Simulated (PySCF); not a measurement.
# Tin: the same states on changed settings

One table from this session's results is given with a row withheld; the runs are named, their logs left out.

The numbers are computed with PySCF 2.14.0 (unrestricted determinants in a Gaussian basis, no spin-orbit coupling in the energies), except any that are marked as measured or tabulated.

## What is computed

* Element: tin (Z = 50)
* Basis: def2-TZVP with the def2 core potential (28 electrons) (6s5p3d2f, 50 functions)
* Hamiltonian: scalar relativity through the core potential
* State 1: Sn⁺: [Kr] 4d10 5s2 5p1, 2P determinant
* State 2: Sn²⁺: [Kr] 4d10 5s2, closed-shell 1S
* Methods: UHF, PBE, M06-2X, MP2, CCSD(T)
* Core shells frozen in the correlated runs: valence: 4s2 4p6 4d10 (for Sn⁺)

The outer shells:

Sn+ [Kr] 4d10 5s2 5p1
```
[Kr] core
4d [↑↓][↑↓][↑↓][↑↓][↑↓]
5s [↑↓]
5p [↑ ][  ][  ]
```

Sn2+ [Kr] 4d10 5s2
```
[Kr] core
4d [↑↓][↑↓][↑↓][↑↓][↑↓]
5s [↑↓]
```

The sound run (def2-TZVP with ECP28, a scalar-relativistic core potential, symmetry-adapted start, fine grid, valence correlation) gave:

```
species             method  energy (hartree)
    Sn⁺                UHF        -213.08803
    Sn⁺                PBE        -213.98268
    Sn⁺             M06-2X        -213.93114
    Sn⁺      MP2 (valence)        -213.12026
    Sn⁺  CCSD(T) (valence)        -213.13270
   Sn²⁺                UHF        -212.58271
   Sn²⁺                PBE        -213.46008
   Sn²⁺             M06-2X        -213.41162
   Sn²⁺      MP2 (valence)        -212.60775
   Sn²⁺  CCSD(T) (valence)        -212.61722
```

One driver process ran all states and methods and kept the integrals in memory. Each run is shown as a PySCF script that sums up its settings (the driver passes frozen orbitals as a list and adds second-order terms of double hybrids); the logs are those of the runs themselves.

The first run:

The driver's launch:

```console
$ OMP_NUM_THREADS=1 python atomrun2.py TASK.json OUT
```

Input file input.py:

```python
from pyscf import gto, scf, dft, mp, cc
import basis_set_exchange as bse
txt = bse.get_basis("def2-TZVP", elements=["Sn"], fmt="nwchem", header=False)
cut = txt.index("\nECP")
mol = gto.M(atom="Sn 0 0 0", charge=1, spin=1, symmetry="D2h",
            basis=gto.basis.parse(txt[:cut]),
            ecp={"Sn": gto.basis.parse_ecp(txt[cut:])})
mf = scf.UHF(mol)
mf.irrep_nelec = {'Ag': (4, 4), 'B1g': (1, 1), 'B2g': (1, 1), 'B3g': (1, 1), 'B1u': (1, 1), 'B2u': (2, 1), 'B3u': (1, 1)}
mf.init_guess = "minao"
mf.max_cycle = 50
mf.kernel()
```

Among the steps run: Changed run, Sn⁺; Changed run, Sn²⁺.

One of the session's tables, all rows but one given; the rest of the session is left out.

Ionisation energy of Sn⁺:

| method | sound run (eV) |
| --- | --- |
| UHF | 13.750 |
| PBE | ? |
| M06-2X | 14.137 |
| MP2 | 13.946 |
| SCS-MP2 | 13.933 |
| CCSD | 14.009 |
| CCSD(T) | 14.027 |

Q: Estimate the row for PBE from the others.

As computed: sound run (eV): 14.221. In the column «sound run (eV)» it is the highest.
